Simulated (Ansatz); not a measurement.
# SnGe2: the cost of one run

Method: DFT PBE, scalar-relativistic, plane waves, PAW, unless a step names another level, in Ansatz 0.2.0.

9 further runs of the same task are left out: 2 that didn't finish, 7 set aside as unsound or not needed.

## 1. Plan

Pauling electronegativities: Sn 1.96, Ge 2.01 (spread 0.05). No set of common oxidation states balances it. Tabulated atomic sizes suggest about 21 Å³/atom. 32 candidates were drawn, by swapping species into database cells of other compounds, at random by space group and Wyckoff sites, or by hand, as the table says:

```tsv
name	made from	space group no.	Wyckoff sites	atoms (primitive cell)	V (Å³/atom)
c01	random	139	Sn 4e; Ge 4c, 4d	6	27.3
c02	random	99	Sn 1a; Ge 2c	3	26.1
c03	database cell of Fe2Si	164	Sn 2d; Ge 1a, 1b, 2d	6	21.2
c04	database cell of PrH2	225	Sn 4a; Ge 8c	3	20.3
c05	random	99	Sn 1b, 1b; Ge 4e	6	25.6
c06	random	71	Sn 2d; Ge 4h	3	22.7
c07	random	191	Sn 1a; Ge 2c	3	21.5
c08	database cell of CuI2	123	Sn 1c; Ge 2h	3	28.0
c09	random	156	Sn 1b; Ge 1c, 1c	3	25.0
c10	built by hand: ordered beta-Sn superstructure	74	Sn 4e; Ge 8h	6	22.7
c11	random	109	Sn 4a; Ge 4a, 4a	6	22.9
c12	built by hand: layered diamond, Sn bilayer plus two Ge bilayers	164	Sn 2d; Ge 2c, 2d	6	24.9
c13	random	187	Sn 1f; Ge 2g	3	23.4
c14	database cell of NaAu2	227	Sn 8a; Ge 16d	6	22.0
c15	random	5	Sn 2a; Ge 4c	3	25.5
c16	random	225	Sn 4b; Ge 8c	3	24.1
c17	database cell of HfH2	139	Sn 2a; Ge 4d	3	18.0
c18	database cell of Lu2In	194	Sn 2c; Ge 2a, 2d	6	23.9
c19	random	191	Sn 1b; Ge 2d	3	23.2
c20	built by hand: ordered diamond, (111) Sn-Sn dumbbells	164	Sn 2c; Ge 2d, 2d	6	24.9
c21	built by hand: EuGe2	164	Sn 1a; Ge 2d	3	22.6
c22	built by hand: ordered diamond, (110) Sn-Ge-Ge planes	74	Sn 4e; Ge 8h	6	25.0
c23	random	194	Sn 2d; Ge 2c, 2a	6	24.3
c24	database cell of CrO2	136	Sn 2a; Ge 4f	6	21.3
c25	random	99	Sn 1b; Ge 1a, 1a	3	24.8
c26	random	191	Sn 1a; Ge 2e	3	23.8
c27	database cell of ZrTi2	191	Sn 1a; Ge 2d	3	28.4
c28	database cell of DyAu2	139	Sn 2a; Ge 4e	3	20.4
c29	database cell of Mn2As	129	Sn 2c; Ge 2a, 2c	6	19.9
c30	database cell of TiGe2	70	Sn 8b; Ge 16f	6	19.9
c31	random	156	Sn 1b; Ge 1b, 1a	3	24.7
c32	database cell of TmSn2	63	Sn 4c; Ge 4c, 4c	6	21.2
```

## 2. Screening run of c02

The input, input.yaml:

```yaml
crystal:
  lattice:
    - [3.79374772, 0.0, 0.0]
    - [0.0, 3.79374772, 0.0]
    - [0.0, 0.0, 5.44194663]
  atoms:
    - { symbol: Sn, position: [0.0, 0.0, 0.47633678] }
    - { symbol: Ge, position: [0.0, 0.5, 0.39316604] }
    - { symbol: Ge, position: [0.5, 0.0, 0.39316604] }
basis:
  ecutwfc: 420
kpoints:
  mp_grid: { grid: [5, 5, 4] }
hamiltonian:
  xc: pbe
scf:
  occupations: { method: gaussian, width: 0.2 }
  lower_state_search: "off"
output:
  forces: true
  stress: true
  eigenvalues: true
relax:
  adjacent_minimum: "off"
  f_tol: 0.08
  max_steps: 16
  cell: { stress_tol: 0.8 }
```

Command:

```bash
ansatz run input.yaml --threads 1 --pin off --max-ram 2560MiB --backend cpu --events-out ev --progress --plain --runs-dir out
```

What time and memory should one allow on 1 thread of Intel Xeon at 2.50GHz (Skylake/Cascade Lake), shared host?

About 2.1 min, with a peak of 0.4 GiB.
